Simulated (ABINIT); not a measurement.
# In3As (Pm-3m) in ABINIT: equation of state

How stiff is In3As in PBE, and what volume does it want? The cell is scaled to several volumes.

Program: ABINIT 10.8.3 (patched build). These are calculated values, not measurements. Logs are shortened: lines on timing, memory, paths and dates and some standing lists are left out, and cuts for length are marked. The log counts tension as positive stress, the text compression.

## Step 1: The crystal as given

It takes space group Pm-3m (No. 221, cubic). Conventional cell: a = 4.672 Å, b = 4.672 Å, c = 4.672 Å, α = 90.00°, β = 90.00°, γ = 90.00°. Around In (site symmetry 4/mmm) lie 8 In at 3.30 Å and 4 As at 3.30 Å. As (site symmetry m-3m) is surrounded by 12 In at 3.30 Å.

The cell comes from a database or a generator and needn't be the stable form of this composition.

## Step 2: Equation of state, PBE

File run.abi:

```
# Datasets: one volume each
ndtset 7
getwfk -1
scalecart1 3*0.9795861087
scalecart2 3*0.9864848297
scalecart3 3*0.9932883884
scalecart4 3*1.0000000000
scalecart5 3*1.0066227096
scalecart6 3*1.0131594038
scalecart7 3*1.0196128224

# Pseudopotentials
pp_dirpath "./"
pseudos "In.GGA_PBE-JTH.xml, As.GGA_PBE-JTH.xml"

# Structure
acell 4.671681 4.671681 4.671681 Angstrom
rprim
     1.0000000000     0.0000000000     0.0000000000
     0.0000000000     1.0000000000     0.0000000000
     0.0000000000     0.0000000000     1.0000000000
ntypat 2
znucl 49 33
natom 4
typat 1 1 1 2
xred
     0.5000000000     0.5000000000     0.0000000000
     0.5000000000     0.0000000000     0.5000000000
     0.0000000000     0.5000000000     0.5000000000
     0.0000000000     0.0000000000     0.0000000000

# Plane-wave basis
ecut 22.0
pawecutdg 44.0
pawxcdev 0

# k points
kptopt 1
ngkpt 6 6 6
nshiftk 1
shiftk 0.0 0.0 0.0

# Exchange and correlation
ixc 11

# Bands and occupations
nband 33
occopt 3
tsmear 0.05 eV

# SCF cycle
nstep 100
tolvrs 1.0e-9

# Output
iomode 3
prtwf 1
prtden 0
prteig 0
prtebands 0
```

Potentials or basis: JTH PAW PBE v2.0.

Started as:

```console
abinit run.abi > log 2>&1
```

run.abo:

```text
.Version 10.8.3 of ABINIT
 DATASET    1 : space group Pm -3 m (#221); Bravais cP (primitive cubic)
================================================================================
 Values of the parameters that define the memory need for DATASET  1.
     intxc =       0    ionmov =       0      iscf =      17    lmnmax =      18
     lnmax =       6     mgfft =      40  mpssoang =       3    mqgrid =    3001
     natom =       4  nloc_mem =       2    nspden =       1   nspinor =       1
    nsppol =       1      nsym =      48    n1xccc =       1    ntypat =       2
    occopt =       3   xclevel =       2
       mpw =        3217          nfft =       64000          nkpt =          20
 PAW method is used; the additional fine FFT grid is defined by:
   mgfftf=        54    nfftf =    157464
================================================================================
================================================================================
[... 71 lines left out ...]
 DATASET    7 : space group Pm -3 m (#221); Bravais cP (primitive cubic)
================================================================================
 Values of the parameters that define the memory need for DATASET  7.
     intxc =       0    ionmov =       0      iscf =      17    lmnmax =      18
     lnmax =       6     mgfft =      40  mpssoang =       3    mqgrid =    3001
     natom =       4  nloc_mem =       2    nspden =       1   nspinor =       1
    nsppol =       1      nsym =      48    n1xccc =       1    ntypat =       2
    occopt =       3   xclevel =       2
       mpw =        3620          nfft =       64000          nkpt =          20
 PAW method is used; the additional fine FFT grid is defined by:
   mgfftf=        54    nfftf =    157464
================================================================================
================================================================================

--------------------------------------------------------------------------------
------------- Echo of variables that govern the present computation ------------
--------------------------------------------------------------------------------
 -outvars: echo values of preprocessed input variables --------
            acell      8.8281976376E+00  8.8281976376E+00  8.8281976376E+00 Bohr
              amu      1.14820000E+02  7.49215900E+01
             ecut      2.20000000E+01 Hartree
           getwfk          -1
              ixc          11
           jdtset        1    2    3    4    5    6    7
         kptrlatt        6    0    0      0    6    0      0    0    6
          kptrlen1     5.18878786E+01
          kptrlen2     5.22532983E+01
          kptrlen3     5.26136772E+01
          kptrlen4     5.29691858E+01
          kptrlen5     5.33199854E+01
          kptrlen6     5.36662287E+01
          kptrlen7     5.40080611E+01
            natom           4
            nband          33
           ndtset           7
            ngfft          40      40      40
          ngfftdg          54      54      54
             nkpt          20
            nstep         100
             nsym          48
           ntypat           2
           occopt           3
        pawecutdg      4.40000000E+01 Hartree
         pawxcdev           0
           prtden           0
        prtebands           0
           prteig           0
            rprim1     9.7958610870E-01  0.0000000000E+00  0.0000000000E+00
                       0.0000000000E+00  9.7958610870E-01  0.0000000000E+00
                       0.0000000000E+00  0.0000000000E+00  9.7958610870E-01
            rprim2     9.8648482970E-01  0.0000000000E+00  0.0000000000E+00
                       0.0000000000E+00  9.8648482970E-01  0.0000000000E+00
                       0.0000000000E+00  0.0000000000E+00  9.8648482970E-01
            rprim3     9.9328838840E-01  0.0000000000E+00  0.0000000000E+00
                       0.0000000000E+00  9.9328838840E-01  0.0000000000E+00
                       0.0000000000E+00  0.0000000000E+00  9.9328838840E-01
            rprim4     1.0000000000E+00  0.0000000000E+00  0.0000000000E+00
                       0.0000000000E+00  1.0000000000E+00  0.0000000000E+00
                       0.0000000000E+00  0.0000000000E+00  1.0000000000E+00
            rprim5     1.0066227096E+00  0.0000000000E+00  0.0000000000E+00
                       0.0000000000E+00  1.0066227096E+00  0.0000000000E+00
                       0.0000000000E+00  0.0000000000E+00  1.0066227096E+00
            rprim6     1.0131594038E+00  0.0000000000E+00  0.0000000000E+00
                       0.0000000000E+00  1.0131594038E+00  0.0000000000E+00
                       0.0000000000E+00  0.0000000000E+00  1.0131594038E+00
            rprim7     1.0196128224E+00  0.0000000000E+00  0.0000000000E+00
                       0.0000000000E+00  1.0196128224E+00  0.0000000000E+00
                       0.0000000000E+00  0.0000000000E+00  1.0196128224E+00
          spgroup         221
           tolvrs      1.00000000E-09
           tsmear      1.83746611E-03 Hartree
            typat      1  1  1  2
           useylm           1
           xangst1     2.2881569059E+00  2.2881569059E+00  0.0000000000E+00
                       2.2881569059E+00  0.0000000000E+00  2.2881569059E+00
                       0.0000000000E+00  2.2881569059E+00  2.2881569059E+00
                       0.0000000000E+00  0.0000000000E+00  0.0000000000E+00
           xangst2     2.3042712178E+00  2.3042712178E+00  0.0000000000E+00
                       2.3042712178E+00  0.0000000000E+00  2.3042712178E+00
                       0.0000000000E+00  2.3042712178E+00  2.3042712178E+00
                       0.0000000000E+00  0.0000000000E+00  0.0000000000E+00
           xangst3     2.3201632458E+00  2.3201632458E+00  0.0000000000E+00
                       2.3201632458E+00  0.0000000000E+00  2.3201632458E+00
                       0.0000000000E+00  2.3201632458E+00  2.3201632458E+00
                       0.0000000000E+00  0.0000000000E+00  0.0000000000E+00
           xangst4     2.3358405000E+00  2.3358405000E+00  0.0000000000E+00
                       2.3358405000E+00  0.0000000000E+00  2.3358405000E+00
                       0.0000000000E+00  2.3358405000E+00  2.3358405000E+00
                       0.0000000000E+00  0.0000000000E+00  0.0000000000E+00
           xangst5     2.3513100933E+00  2.3513100933E+00  0.0000000000E+00
[... 24 lines left out ...]
                       4.4140988188E+00  0.0000000000E+00  4.4140988188E+00
                       0.0000000000E+00  4.4140988188E+00  4.4140988188E+00
                       0.0000000000E+00  0.0000000000E+00  0.0000000000E+00
            xcart5     4.4433321134E+00  4.4433321134E+00  0.0000000000E+00
                       4.4433321134E+00  0.0000000000E+00  4.4433321134E+00
                       0.0000000000E+00  4.4433321134E+00  4.4433321134E+00
                       0.0000000000E+00  0.0000000000E+00  0.0000000000E+00
            xcart6     4.4721857276E+00  4.4721857276E+00  0.0000000000E+00
                       4.4721857276E+00  0.0000000000E+00  4.4721857276E+00
                       0.0000000000E+00  4.4721857276E+00  4.4721857276E+00
                       0.0000000000E+00  0.0000000000E+00  0.0000000000E+00
            xcart7     4.5006717550E+00  4.5006717550E+00  0.0000000000E+00
                       4.5006717550E+00  0.0000000000E+00  4.5006717550E+00
                       0.0000000000E+00  4.5006717550E+00  4.5006717550E+00
                       0.0000000000E+00  0.0000000000E+00  0.0000000000E+00
             xred      5.0000000000E-01  5.0000000000E-01  0.0000000000E+00
                       5.0000000000E-01  0.0000000000E+00  5.0000000000E-01
                       0.0000000000E+00  5.0000000000E-01  5.0000000000E-01
                       0.0000000000E+00  0.0000000000E+00  0.0000000000E+00
            znucl       49.00000   33.00000

================================================================================

 chkinp: Checking input parameters for consistency, jdtset=   1.

 chkinp: Checking input parameters for consistency, jdtset=   2.
[... 40 lines left out ...]
 getcut: wavevector=  0.0000  0.0000  0.0000  ngfft=  54  54  54
         ecut(hartree)=     44.000   => boxcut(ratio)=   2.09116

--- Pseudopotential description ------------------------------------------------
- pspini: atom type   1  psp file is ./In.GGA_PBE-JTH.xml
 Pseudopotential format is: paw10
 basis_size (lnmax)=  6 (lmn_size= 18), orbitals=   0   0   1   1   2   2
 Spheres core radius: rc_sph= 2.50644782
 Shapefunction is BESSEL type: shapef(r,l)=aa(1,l)*jl(q(1,l)*r)+aa(2,l)*jl(q(2,l)*r)
 Radius for shape functions =  1.40569481
 Compensation charge density is not taken into account in XC energy/potential

- pspini: atom type   2  psp file is ./As.GGA_PBE-JTH.xml
 Pseudopotential format is: paw10
 basis_size (lnmax)=  6 (lmn_size= 18), orbitals=   0   0   1   1   2   2
 Spheres core radius: rc_sph= 2.10391912
 Shapefunction is BESSEL type: shapef(r,l)=aa(1,l)*jl(q(1,l)*r)+aa(2,l)*jl(q(2,l)*r)
 Radius for shape functions =  1.70360438
 Compensation charge density is not taken into account in XC energy/potential

   5.42034635E+03                                ecore*ucvol(ha*bohr**3)
--------------------------------------------------------------------------------

================================================================================

--- !BeginCycle
iteration_state: {dtset: 1, }
solver: {iscf: 17, nstep: 100, nline: 4, wfoptalg: 10, }
tolerances: {tolvrs: 1.00E-09, }
...
[... 1394 lines left out ...]
-Cartesian components of stress tensor (GPa)         [Pressure= -1.5992E+00 GPa]
- sigma(1 1)=  1.59924588E+00  sigma(3 2)=  0.00000000E+00
- sigma(2 2)=  1.59924588E+00  sigma(3 1)=  0.00000000E+00
- sigma(3 3)=  1.59924588E+00  sigma(2 1)=  0.00000000E+00

== END DATASET(S) ==============================================================
================================================================================

 -outvars: echo values of variables after computation  --------
            acell      8.8281976376E+00  8.8281976376E+00  8.8281976376E+00 Bohr
           etotal1    -2.8797244842E+02
           etotal2    -2.8797394643E+02
           etotal3    -2.8797493287E+02
           etotal4    -2.8797546074E+02
           etotal5    -2.8797557561E+02
           etotal6    -2.8797532778E+02
           etotal7    -2.8797475813E+02
            fcart1    -0.0000000000E+00 -0.0000000000E+00 -0.0000000000E+00
                      -0.0000000000E+00 -0.0000000000E+00 -0.0000000000E+00
                      -0.0000000000E+00 -0.0000000000E+00 -0.0000000000E+00
                      -0.0000000000E+00 -0.0000000000E+00 -0.0000000000E+00
            fcart2    -0.0000000000E+00 -0.0000000000E+00 -0.0000000000E+00
                      -0.0000000000E+00 -0.0000000000E+00 -0.0000000000E+00
                      -0.0000000000E+00 -0.0000000000E+00 -0.0000000000E+00
                      -0.0000000000E+00 -0.0000000000E+00 -0.0000000000E+00
            fcart3    -0.0000000000E+00 -0.0000000000E+00 -0.0000000000E+00
                      -0.0000000000E+00 -0.0000000000E+00 -0.0000000000E+00
[... 66 lines left out ...]
                       2.3358405000E+00  0.0000000000E+00  2.3358405000E+00
                       0.0000000000E+00  2.3358405000E+00  2.3358405000E+00
                       0.0000000000E+00  0.0000000000E+00  0.0000000000E+00
           xangst5     2.3513100933E+00  2.3513100933E+00  0.0000000000E+00
                       2.3513100933E+00  0.0000000000E+00  2.3513100933E+00
                       0.0000000000E+00  2.3513100933E+00  2.3513100933E+00
                       0.0000000000E+00  0.0000000000E+00  0.0000000000E+00
           xangst6     2.3665787684E+00  2.3665787684E+00  0.0000000000E+00
                       2.3665787684E+00  0.0000000000E+00  2.3665787684E+00
                       0.0000000000E+00  2.3665787684E+00  2.3665787684E+00
                       0.0000000000E+00  0.0000000000E+00  0.0000000000E+00
           xangst7     2.3816529249E+00  2.3816529249E+00  0.0000000000E+00
                       2.3816529249E+00  0.0000000000E+00  2.3816529249E+00
                       0.0000000000E+00  2.3816529249E+00  2.3816529249E+00
                       0.0000000000E+00  0.0000000000E+00  0.0000000000E+00
             xred      5.0000000000E-01  5.0000000000E-01  0.0000000000E+00
                       5.0000000000E-01  0.0000000000E+00  5.0000000000E-01
                       0.0000000000E+00  5.0000000000E-01  5.0000000000E-01
                       0.0000000000E+00  0.0000000000E+00  0.0000000000E+00
 Calculation completed.
```

Run time: 8 min. Hardware: 1 thread of Arm Neoverse V2, shared host; peak memory 0.21 GiB.

Results:

```yaml
Equilibrium_volume: 25.90 Å³/atom
Bulk_modulus: 40 GPa
Pressure_derivative_of_the_bulk_modulus: 4.9
```

Energy against volume, from the lowest point:
| volume (Å³/atom) | energy (meV/atom) |
| --- | --- |
| 23.960 | 21.27 |
| 24.470 | 11.08 |
| 24.980 | 4.37 |
| 25.489 | 0.78 |
| 25.999 | 0.00 |
| 26.509 | 1.69 |
| 27.019 | 5.56 |

Caveat: pressures at fixed basis lie under the slope of the energies.
